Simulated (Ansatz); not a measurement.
# C9H21In: a ladder of functionals and wavefunction methods

An exercise on one series of results from a longer session: the logs are not shown, and one member is left open.

Program: Ansatz 0.2.0, Gaussian basis. Level of theory: functionals in def2-TZVPP, the program's frozen cores in correlated methods. These are calculated values, not measurements.

The runs, in order: LDA (SPW92), PBE-D4, revPBE-D4, BLYP-D4, r2SCAN-D4, B97M-V, PBE0-D4, B3LYP-D4, r2SCANh-D4, r2SCAN0-D4, HSE06-D4, BHLYP-D4, CAM-B3LYP-D4, LC-ωPBE, ωB97X-V, ωB97M-V, B2PLYP, PBE-QIDH; CCSD(T)/def2-SVP; CCSD(T)/def2-TZVPP; MP2/def2-QZVPP; extrapolation to the limit; RPA on PBE.

**The geometry**

The geometry comes from an earlier relaxation with PBE0-D4 in a triple-zeta def2 set; it is a stationary point, not always the lowest conformer. In takes the def2 core potential; no spin-orbit term is included.

31 atoms, charge 0, spin multiplicity 1.

Atoms are counted from 1 here; the program's logs count them from 0.

Bond lengths: C1–C2 1.524 Å, C1–H11 1.095 Å, C1–H12 1.094 Å, C1–H13 1.099 Å, C2–C3 1.523 Å, C2–In4 2.198 Å, C2–H14 1.095 Å, C3–H15 1.095 Å, C3–H16 1.094 Å, C3–H17 1.099 Å, In4–C5 2.196 Å, In4–C8 2.196 Å, C5–C6 1.521 Å, C5–C7 1.525 Å, C5–H18 1.096 Å, C6–H19 1.093 Å, C6–H20 1.095 Å, C6–H21 1.099 Å and more. Angles: C2–C1–H11 111.8°, C2–C1–H12 112.6°, C2–C1–H13 111.2°, H11–C1–H12 107.4°, H11–C1–H13 106.6°, H12–C1–H13 107.0°, C1–C2–C3 111.0°, C1–C2–In4 110.7°, C1–C2–H14 108.5°, C3–C2–In4 111.7°, C3–C2–H14 108.5°, In4–C2–H14 106.2°, C2–C3–H15 111.7°, C2–C3–H16 112.6°, C2–C3–H17 111.1°, H15–C3–H16 107.4°, H15–C3–H17 106.7°, H16–C3–H17 107.0° and more.

The first run:

File in.yaml:

```yaml
crystal:
  periodic: [false, false, false]
  atoms:
    - {symbol: C, position_ang: [-2.331434, -1.409774, -0.318799]}
    - {symbol: C, position_ang: [-1.309763, -0.725598, -1.218581]}
    - {symbol: C, position_ang: [-1.975070, 0.316657, -2.107640]}
    - {symbol: In, position_ang: [0.318156, 0.144532, -0.024877]}
    - {symbol: C, position_ang: [-0.109568, 1.705560, 1.459197]}
    - {symbol: C, position_ang: [-1.456027, 2.384743, 1.261269]}
    - {symbol: C, position_ang: [0.012121, 1.117665, 2.861321]}
    - {symbol: C, position_ang: [2.341442, -0.664869, -0.292639]}
    - {symbol: C, position_ang: [2.828828, -0.420135, -1.714666]}
    - {symbol: C, position_ang: [2.365676, -2.150369, 0.042818]}
    - {symbol: H, position_ang: [-2.801227, -0.703098, 0.373137]}
    - {symbol: H, position_ang: [-1.891880, -2.211870, 0.281944]}
    - {symbol: H, position_ang: [-3.142527, -1.858680, -0.909152]}
    - {symbol: H, position_ang: [-0.847591, -1.485141, -1.858563]}
    - {symbol: H, position_ang: [-2.429418, 1.120381, -1.519822]}
    - {symbol: H, position_ang: [-1.273771, 0.780033, -2.808180]}
    - {symbol: H, position_ang: [-2.779989, -0.130270, -2.707868]}
    - {symbol: H, position_ang: [0.683374, 2.452321, 1.334905]}
    - {symbol: H, position_ang: [-1.537473, 2.872917, 0.286462]}
    - {symbol: H, position_ang: [-2.284048, 1.672841, 1.336355]}
    - {symbol: H, position_ang: [-1.629571, 3.154539, 2.026170]}
    - {symbol: H, position_ang: [0.996147, 0.676605, 3.046268]}
    - {symbol: H, position_ang: [-0.147120, 1.887464, 3.628816]}
    - {symbol: H, position_ang: [-0.736536, 0.338837, 3.043443]}
    - {symbol: H, position_ang: [3.001313, -0.135234, 0.402293]}
    - {symbol: H, position_ang: [2.171606, -0.890032, -2.454452]}
    - {symbol: H, position_ang: [2.889678, 0.644397, -1.960732]}
    - {symbol: H, position_ang: [3.831004, -0.843480, -1.869910]}
    - {symbol: H, position_ang: [1.680017, -2.720340, -0.593579]}
    - {symbol: H, position_ang: [3.366734, -2.576709, -0.111675]}
    - {symbol: H, position_ang: [2.089214, -2.350893, 1.082436]}
basis:
  gaussian: {orbitals: def2-TZVPP}
hamiltonian: {xc: lda}
output: {orbitals: {seedname: orbitals}}
```

Launch:

```bash
ansatz run in.yaml --threads 11 --pin off --events-out ev --progress --plain --max-ram 120832MiB --backend cuda --devices 0, --max-vram 75GiB
```

Steps of the session up to this table: LDA; PBE-D4 (GGA); revPBE-D4 (GGA); BLYP-D4 (GGA); r2SCAN-D4 (meta-GGA); B97M-V (meta-GGA); PBE0-D4 (hybrid); B3LYP-D4 (hybrid); r2SCANh-D4 (hybrid); r2SCAN0-D4 (hybrid); HSE06-D4 (hybrid); BHLYP-D4 (hybrid); CAM-B3LYP-D4 (range-separated); LC-ωPBE (range-separated); ωB97X-V (range-separated); ωB97M-V (range-separated); B2PLYP (double hybrid); PBE-QIDH (double hybrid).

One of the session's tables, all rows but one given; the rest of the session is left out.

It belongs to the step «Frontier levels by functional». 

| functional | HOMO (eV) | gap (eV) |
| --- | --- | --- |
| LDA (SPW92) | -5.12 | 3.07 |
| PBE-D4 | -4.98 | 3.25 |
| revPBE-D4 | -4.92 | 3.36 |
| BLYP-D4 | -4.85 | 3.17 |
| r2SCAN-D4 | ? | ? |
| B97M-V | -5.23 | 3.41 |
| PBE0-D4 | -6.04 | 5.05 |
| B3LYP-D4 | -5.86 | 4.59 |
| r2SCANh-D4 | -5.55 | 4.31 |
| r2SCAN0-D4 | -6.16 | 5.30 |
| HSE06-D4 | -5.65 | 4.30 |
| BHLYP-D4 | -7.03 | 6.69 |
| CAM-B3LYP-D4 | -7.31 | 7.10 |
| LC-ωPBE | -8.57 | 9.56 |
| ωB97X-V | -8.26 | 8.98 |
| ωB97M-V | -8.17 | 8.54 |

Estimate the missing values for r2SCAN-D4.

Worked estimate for «HOMO (eV)». Against the share of exact exchange, r2SCANh-D4 (0.1, -5.55), r2SCAN0-D4 (0.25, -6.16) give a slope of -4.07 per unit share; at 0 the line stands at -5.14.

As computed: HOMO (eV): -5.14; gap (eV): 3.65. In «HOMO (eV)» the line misses by 0.00.
